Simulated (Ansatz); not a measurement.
# CH₅FInNO: one species, many methods

Aim: compute CH₅FInNO with functionals from several rungs and with coupled cluster, and see how far each lands from CCSD(T) at the basis-set limit for the atomisation energy.

The runs use Ansatz 0.2.0, Gaussian basis; functionals in def2-TZVPP, the program's frozen cores in correlated methods.

Plan: LDA (SPW92), PBE-D4, revPBE-D4, BLYP-D4, r2SCAN-D4, B97M-V, PBE0-D4, B3LYP-D4, r2SCANh-D4, r2SCAN0-D4, HSE06-D4, BHLYP-D4, CAM-B3LYP-D4, LC-ωPBE, ωB97X-V, ωB97M-V, B2PLYP, PBE-QIDH; CCSD(T)/def2-SVP; CCSD(T)/def2-TZVPP; MP2/def2-QZVPP; extrapolation to the limit; RPA on PBE.

1 further run of the same task is left out (for a known fault of the program).

## 1. Structure used throughout

An earlier PBE0-D4 in a triple-zeta def2 set relaxation fixed the geometry. In takes the def2 core potential; no spin-orbit term is included.

SMILES `C[O][In]([NH2])[F]`, 10 atoms, charge 0, spin multiplicity 1.

Atoms are counted from 1 here; the program's logs count them from 0.

Bond lengths: C1–O2 1.410 Å, C1–H6 1.096 Å, C1–H7 1.097 Å, C1–H8 1.095 Å, O2–In3 1.961 Å, In3–N4 2.001 Å, In3–F5 1.956 Å, N4–H9 1.011 Å, N4–H10 1.011 Å. Angles: O2–C1–H6 113.5°, O2–C1–H7 110.7°, O2–C1–H8 108.6°, H6–C1–H7 107.9°, H6–C1–H8 108.0°, H7–C1–H8 108.0°, C1–O2–In3 121.6°, O2–In3–N4 130.4°, O2–In3–F5 110.9°, N4–In3–F5 118.2°, In3–N4–H9 114.9°, In3–N4–H10 113.5°, H9–N4–H10 108.9°.

## 2. LDA

This LDA is Slater exchange with PW92 correlation.

Input file in.yaml:

```yaml
crystal:
  periodic: [false, false, false]
  atoms:
    - {symbol: C, position_ang: [-1.144023, 1.263941, 1.243234]}
    - {symbol: O, position_ang: [-0.589063, -0.010831, 1.006249]}
    - {symbol: In, position_ang: [0.427721, -0.403475, -0.624302]}
    - {symbol: N, position_ang: [1.254324, -2.112145, -1.256228]}
    - {symbol: F, position_ang: [0.376722, 1.111040, -1.861618]}
    - {symbol: H, position_ang: [-1.271694, 1.861793, 0.333730]}
    - {symbol: H, position_ang: [-0.516295, 1.836365, 1.936927]}
    - {symbol: H, position_ang: [-2.128819, 1.136071, 1.705454]}
    - {symbol: H, position_ang: [1.622244, -2.704249, -0.523998]}
    - {symbol: H, position_ang: [1.968883, -1.978519, -1.959457]}
basis:
  gaussian: {orbitals: def2-TZVPP}
hamiltonian: {xc: lda}
output: {orbitals: {seedname: orbitals}}
```

On the command line:

```
$ ansatz run in.yaml --threads 2 --pin off --events-out ev --progress --plain --max-ram 22528MiB --backend cpu
```

After this run come: PBE-D4 (GGA); revPBE-D4 (GGA); BLYP-D4 (GGA); r2SCAN-D4 (meta-GGA); B97M-V (meta-GGA); PBE0-D4 (hybrid); B3LYP-D4 (hybrid); r2SCANh-D4 (hybrid); r2SCAN0-D4 (hybrid); HSE06-D4 (hybrid); BHLYP-D4 (hybrid); CAM-B3LYP-D4 (range-separated); LC-ωPBE (range-separated); ωB97X-V (range-separated); ωB97M-V (range-separated); B2PLYP (double hybrid); PBE-QIDH (double hybrid); CCSD(T) in def2-SVP; CCSD(T) in def2-TZVPP; MP2 in def2-QZVPP; RPA on PBE orbitals.

Before running them: what should the planned runs give, taken together? Wanted: atomisation energy, CCSD(T)/CBS; farthest beyond LDA; mean size of error, GGA; mean size of error, meta-GGA; mean size of error, hybrid; mean size of error, range-separated; mean size of error, double hybrid; gap, smallest and largest; T1 diagnostic.

**Answer**, as computed:

| quantity | value |
| --- | --- |
| atomisation energy, CCSD(T)/CBS | 814.2 kcal/mol |
| functionals within 8.1 kcal/mol (1.0 %) | BLYP-D4, r2SCAN-D4, CAM-B3LYP-D4, LC-ωPBE, ωB97X-V, ωB97M-V |
| farthest beyond LDA | BHLYP-D4 (-45.2 kcal/mol) |
| mean size of error, GGA | 10.2 kcal/mol |
| mean size of error, meta-GGA | 8.0 kcal/mol |
| mean size of error, hybrid | 21.2 kcal/mol |
| mean size of error, range-separated | 3.5 kcal/mol |
| mean size of error, double hybrid | 17.7 kcal/mol |
| gap, smallest and largest | 3.39 eV (LDA (SPW92)), 10.99 eV (LC-ωPBE) |
| T1 diagnostic | 0.0162 |
| triples share of the correlation energy | 3.4 % |

What this shows: LDA overbinds by 127.0 kcal/mol (16 %). PBE-D4 misses by +12.7 kcal/mol. Double hybrids carry the basis error of their MP2 part in triple zeta, and no dispersion term here, so their miss is partly the set-up's. The rungs range-separated, meta-GGA miss on average by less than the doubt on the reference (8.1 kcal/mol), so they tie. Misses under about 8.1 kcal/mol are within the doubt on the reference itself, which lacks core-valence correlation, spin-orbit coupling and higher excitations, and its outer-core shells are covered unevenly. All levels share the lack of spin-orbit coupling, which lowers the free heavy atoms and so the true binding. Hartree-Fock recovers 66 % of the binding; the rest is correlation. CCSD(T) in def2-SVP is off by -64.6 kcal/mol, so the small basis spoils what the method gains. The gap grows from 3.4 to 11.0 eV across the functionals, mostly with the share of exact exchange. Correlated methods include outer-core shells of In, which these sets cover unevenly.
